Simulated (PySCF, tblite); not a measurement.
# C8H13OP: geometry, infrared bands and NMR shifts

Aim: predict the infrared bands and NMR shifts of C8H13OP (`C=C(C)P1CCC(=O)CC1`).

The runs use tblite 0.8.0 and PySCF 2.14.0, with density-fitted response routines of our own; the level of theory stands in each step. All values are computed, except where a source is named. Atoms count from 0, in the outputs and in this text.

## (1) Starting geometry

23 atoms, charge 0, multiplicity 1; geometry from: force field or distance geometry start.

Bonds of the start (Å): C0–C1 1.34, C1–C2 1.52, C1–P3 1.85, P3–C4 1.86, C4–C5 1.53, C5–C6 1.51, C6–O7 1.23, C6–C8 1.52, C8–C9 1.51, C9–P3 1.87, C0–H10 1.08, C0–H11 1.09, C2–H12 1.08, C2–H13 1.09, C2–H14 1.09, C4–H15 1.10, C4–H16 1.10, C5–H17 1.09, C5–H18 1.09, C8–H19 1.09, C8–H20 1.09, C9–H21 1.09, C9–H22 1.09.

## (2) Optimising the geometry with GFN2-xTB

The job: settings as JSON, then the geometry in Å.

```
{"job": {"kind": "relax", "xc": "GFN2-xTB", "basis": "xTB"}, "charge": 0, "multiplicity": 1}
C      2.646600     1.387300    -0.404600
C      1.984200     0.235000    -0.228600
C      2.641300    -0.935300     0.483200
P      0.292000     0.071700    -0.965700
C     -0.632900     1.389400    -0.039400
C     -2.138900     1.197500    -0.209200
C     -2.579600    -0.128500     0.367300
O     -3.459200    -0.188700     1.228900
C     -1.944600    -1.390200    -0.200500
C     -0.441100    -1.362200    -0.023200
H      3.641900     1.535200    -0.025600
H      2.200000     2.222300    -0.942900
H      3.680600    -0.734700     0.718200
H      2.132000    -1.142900     1.425400
H      2.595300    -1.821400    -0.143300
H     -0.368100     1.365500     1.028600
H     -0.341800     2.374700    -0.436300
H     -2.663400     1.993300     0.323400
H     -2.445100     1.241100    -1.251100
H     -2.357500    -2.251000     0.334800
H     -2.247800    -1.466800    -1.249400
H     -0.200100    -1.275900     1.040100
H      0.001400    -2.288500    -0.385200
```

Launch:

```bash
OMP_NUM_THREADS=1 python probes_run.py task.json out
```

The driver reads the jobs from task.json and runs them one after another.

**Question.** This job is followed by: GFN2-xTB harmonic vibrations, gas phase; GIAO PBE0/pcSseg-1 NMR shielding, non-relativistic, gas phase. What will the session give for the following? strongest single infrared mode (GFN2-xTB); zero-point energy (GFN2-xTB); 13C shifts against TMS (PBE0/pcSseg-1, means over atoms taken as alike); 1H shifts against TMS (PBE0/pcSseg-1, means over atoms taken as alike); 31P shifts against H3PO4 (PBE0/pcSseg-1); 17O shifts against H2O (PBE0/pcSseg-1).

As calculated:

```
                                                               quantity                                      value
                              strongest single infrared mode (GFN2-xTB)                      1777 cm⁻¹, 383 km/mol
                                           zero-point energy (GFN2-xTB)                             119.0 kcal/mol
13C shifts against TMS (PBE0/pcSseg-1, means over atoms taken as alike)  214.5, 159.2, 122.8, 42.5, 32.9, 25.0 ppm
 1H shifts against TMS (PBE0/pcSseg-1, means over atoms taken as alike)           5.72, 5.22, 2.58, 2.05, 1.99 ppm
                               31P shifts against H3PO4 (PBE0/pcSseg-1)                                  -52.9 ppm
                                 17O shifts against H2O (PBE0/pcSseg-1)                                  683.7 ppm
```

**Reading.** The optimisation took 126 steps and gained 0.142 eV; among the close pairs (by a distance rule), C6–O7 changed most, from 1.233 to 1.205 Å. No mode is imaginary among the 63: a minimum at this level. The strongest single mode, at 1777 cm⁻¹, moves mainly C6 and O7. GFN2-xTB is a fitted tight-binding method: band positions and strengths are rough. Its intensities can rank the bands wrongly. C6 (ketone carbonyl carbon) lies farthest downfield among carbon, at 214.5 ppm; low-lying n→π* states of the double bond to the heteroatom give a large paramagnetic term (-276 ppm). At PBE0/pcSseg-1: The widest tensor belongs to O7: span 1241 ppm, with a paramagnetic part of -742 ppm.
